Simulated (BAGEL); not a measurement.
# SiNH4O2 (SMILES N[Si](O)O) at ROHF/6-31G(d) (density fitting with qzvpp-jkfit, spherical functions)

What is the energy change on altering one bond length of SiNH4O2 at ROHF/6-31G* (density fitting with qzvpp-jkfit, spherical functions)? 

Program for the calculation: BAGEL 1.2.2.

2 further runs of the same task are left out: 2 set aside as unsound or not needed. Runs told in other sessions of the task aren't counted.

### 1 The molecule

The species is SiNH4O2 (8 atoms), meant as a doublet with charge 0. SMILES: `N[Si](O)O`. The shape is that of a PBE0-D4/def2-TZVP optimisation. This is one conformer, not always the lowest.

Bond lengths: N1–Si2 1.700 Å, Si2–O3 1.651 Å, Si2–O4 1.651 Å, N1–H5 1.006 Å, N1–H6 1.006 Å, O3–H7 0.958 Å, O4–H8 0.958 Å. Angles: N1–Si2–O3 104.3°, N1–Si2–O4 104.3°, O3–Si2–O4 116.1°, Si2–N1–H5 120.9°, Si2–N1–H6 120.9°, Si2–O3–H7 115.7°, Si2–O4–H8 115.7°, H5–N1–H6 112.9°.

### 2 The energy at ROHF/6-31G(d) (density fitting with qzvpp-jkfit, spherical functions)

File hf.json:

```json
{ "bagel": [

{
  "title": "molecule",
  "basis": "6-31gs.json",
  "df_basis": "qzvpp-jkfit",
  "angstrom": "true",
  "geometry": [
    { "atom": "N", "xyz": [      -0.498000,       1.267000,       0.129300 ] },
    { "atom": "Si", "xyz": [       0.096000,      -0.243600,      -0.376000 ] },
    { "atom": "O", "xyz": [       1.641600,      -0.288300,       0.202600 ] },
    { "atom": "O", "xyz": [      -0.956500,      -1.334700,       0.277900 ] },
    { "atom": "H", "xyz": [       0.071200,       2.094000,       0.065100 ] },
    { "atom": "H", "xyz": [      -1.483600,       1.467400,       0.110500 ] },
    { "atom": "H", "xyz": [       2.250900,      -0.848000,      -0.280900 ] },
    { "atom": "H", "xyz": [      -1.029400,      -2.171000,      -0.184200 ] }
  ]
},

{ "title": "rohf", "nopen": 1 },

{ "title": "print", "file": "orbitals.molden", "orbitals": "true" }

]}
```

The basis set 6-31G* is read from a file made from the Basis Set Exchange's data (not shown).

On the command line:

```sh
$ BAGEL_NUM_THREADS=1 BAGEL hf.json > hf.out
```

Output:

```text
* using 1 threads per process

  ===============================================================
  ===============================================================

  *** Geometry ***

  { "atom" : "N", "xyz" : [     -0.941084,      2.394283,      0.244342 ] },
  { "atom" : "Si", "xyz" : [      0.181414,     -0.460337,     -0.710537 ] },
  { "atom" : "O", "xyz" : [      3.102174,     -0.544808,      0.382859 ] },
  { "atom" : "O", "xyz" : [     -1.807523,     -2.522217,      0.525155 ] },
  { "atom" : "H", "xyz" : [      0.134549,      3.957087,      0.123021 ] },
  { "atom" : "H", "xyz" : [     -2.803598,      2.772984,      0.208815 ] },
  { "atom" : "H", "xyz" : [      4.253585,     -1.602488,     -0.530824 ] },
  { "atom" : "H", "xyz" : [     -1.945284,     -4.102595,     -0.348088 ] },

  Number of auxiliary basis functions:      431

  Since a DF basis is specified, we compute 2- and 3-index integrals:
    o Being stored without compression. Storage requirement is 0.016 GB

  Number of basis functions:       68
  Number of electrons      :       41

    * METHOD: MOLECULE                             0.15

  *** Open-shell HF ***

  === Nuclear Repulsion ===
   176.8424052368

      * DIIS with orbital gradients will be used.

  === ROHF iteration (6-31gs.json) ===
      0       -495.09818822          0.06339529           0.08
      1       -495.33752610          0.04021758           0.08
      2       -495.42513506          0.02521538           0.07
      3       -495.47906440          0.00130109           0.07
      4       -495.47968027          0.00058300           0.07
      5       -495.47984969          0.00019090           0.08
      6       -495.47988535          0.00005700           0.08
      7       -495.47990097          0.00001642           0.08
      8       -495.47990711          0.00000574           0.08
      9       -495.47990804          0.00000245           0.08
     10       -495.47990822          0.00000094           0.07
     11       -495.47990834          0.00000032           0.07
     12       -495.47990835          0.00000013           0.08
     13       -495.47990835          0.00000005           0.09
     14       -495.47990835          0.00000002           0.08
     15       -495.47990835          0.00000001           0.08
    * SCF iteration converged.

    * S^2 (ROHF) is 0.7500

    * Permanent dipole moment:
           (   -0.075609,     0.263245,     1.087542) a.u.

    * METHOD: ROHF                                 1.34

    * METHOD: PRINT                                0.01

  ===============================================================
```

Wall time 1.7 s (1 thread of Arm Neoverse V2, shared host).

### 3 The distorted shape, same level

File job.json:

```json
{ "bagel" : [

{
  "title" : "molecule",
  "basis" : "6-31gs.json",
  "df_basis" : "qzvpp-jkfit",
  "angstrom" : true,
  "geometry" : [
    { "atom" : "N", "xyz" : [      -0.350194,       1.236947,       0.132119 ] },
    { "atom" : "Si", "xyz" : [       0.243806,      -0.273653,      -0.373181 ] },
    { "atom" : "O", "xyz" : [       1.789406,      -0.318353,       0.205419 ] },
    { "atom" : "O", "xyz" : [      -0.808694,      -1.364753,       0.280719 ] },
    { "atom" : "H", "xyz" : [       0.219006,       2.063947,       0.067919 ] },
    { "atom" : "H", "xyz" : [      -1.483600,       1.467400,       0.110500 ] },
    { "atom" : "H", "xyz" : [       2.398706,      -0.878053,      -0.278081 ] },
    { "atom" : "H", "xyz" : [      -0.881594,      -2.201053,      -0.181381 ] }
  ]
},

{
  "title" : "rohf",
  "nopen" : 1
},

{
  "title" : "print",
  "file" : "orbitals.molden",
  "orbitals" : true
}

]}
```

The basis set 6-31G* is read from a file made from the Basis Set Exchange's data (not shown).

On the command line:

```sh
$ BAGEL_NUM_THREADS=1 BAGEL job.json > job.out
```

Output:

```text
* using 1 threads per process

  ===============================================================
  ===============================================================

  *** Geometry ***

  { "atom" : "N", "xyz" : [     -0.661771,      2.337491,      0.249669 ] },
  { "atom" : "Si", "xyz" : [      0.460727,     -0.517129,     -0.705210 ] },
  { "atom" : "O", "xyz" : [      3.381487,     -0.601600,      0.388186 ] },
  { "atom" : "O", "xyz" : [     -1.528210,     -2.579009,      0.530482 ] },
  { "atom" : "H", "xyz" : [      0.413861,      3.900295,      0.128348 ] },
  { "atom" : "H", "xyz" : [     -2.803598,      2.772984,      0.208815 ] },
  { "atom" : "H", "xyz" : [      4.532897,     -1.659280,     -0.525497 ] },
  { "atom" : "H", "xyz" : [     -1.665971,     -4.159387,     -0.342760 ] },

  Number of auxiliary basis functions:      431

  Since a DF basis is specified, we compute 2- and 3-index integrals:
    o Being stored without compression. Storage requirement is 0.016 GB

  Number of basis functions:       68
  Number of electrons      :       41

    * METHOD: MOLECULE                             0.16

  *** Open-shell HF ***

  === Nuclear Repulsion ===
   176.1074217094

      * DIIS with orbital gradients will be used.

  === ROHF iteration (6-31gs.json) ===
      0       -495.07941168          0.06356661           0.09
      1       -495.31549429          0.04071789           0.09
      2       -495.40464228          0.02587073           0.09
      3       -495.46131521          0.00130889           0.09
      4       -495.46203241          0.00045837           0.09
      5       -495.46220132          0.00020982           0.09
      6       -495.46223739          0.00006236           0.09
      7       -495.46225178          0.00001859           0.10
      8       -495.46225838          0.00000634           0.09
      9       -495.46225946          0.00000281           0.09
     10       -495.46225963          0.00000104           0.09
     11       -495.46225975          0.00000036           0.08
     12       -495.46225975          0.00000015           0.08
     13       -495.46225976          0.00000006           0.09
     14       -495.46225976          0.00000003           0.09
     15       -495.46225976          0.00000001           0.09
    * SCF iteration converged.

    * S^2 (ROHF) is 0.7500

    * Permanent dipole moment:
           (   -0.041961,     0.252043,     1.087880) a.u.

    * METHOD: ROHF                                 1.58

    * METHOD: PRINT                                0.01

  ===============================================================
```

It took 1.9 s on 1 thread of Arm Neoverse V2, shared host.

### 4 Summary of results

Level: ROHF/6-31G* (density fitting with qzvpp-jkfit, spherical functions).

| quantity | value |
| --- | --- |
| first shape: total energy | -495.47991 Eh |
| first shape: dipole moment | 2.85 D |
| first shape: ⟨S²⟩ | 0.750 |
| distorted shape: total energy | -495.46226 Eh |
| distorted shape: dipole moment | 2.84 D |
| distorted shape: ⟨S²⟩ | 0.750 |
| energy change with the N1–H6 bond stretched from 1.006 to 1.157 Å | 0.480 eV |

What this shows: With the N1–H6 bond stretched from 1.006 to 1.157 Å the energy rises by 0.48 eV (11.1 kcal/mol). The first shape isn't relaxed at this level, so the change isn't measured from a minimum.
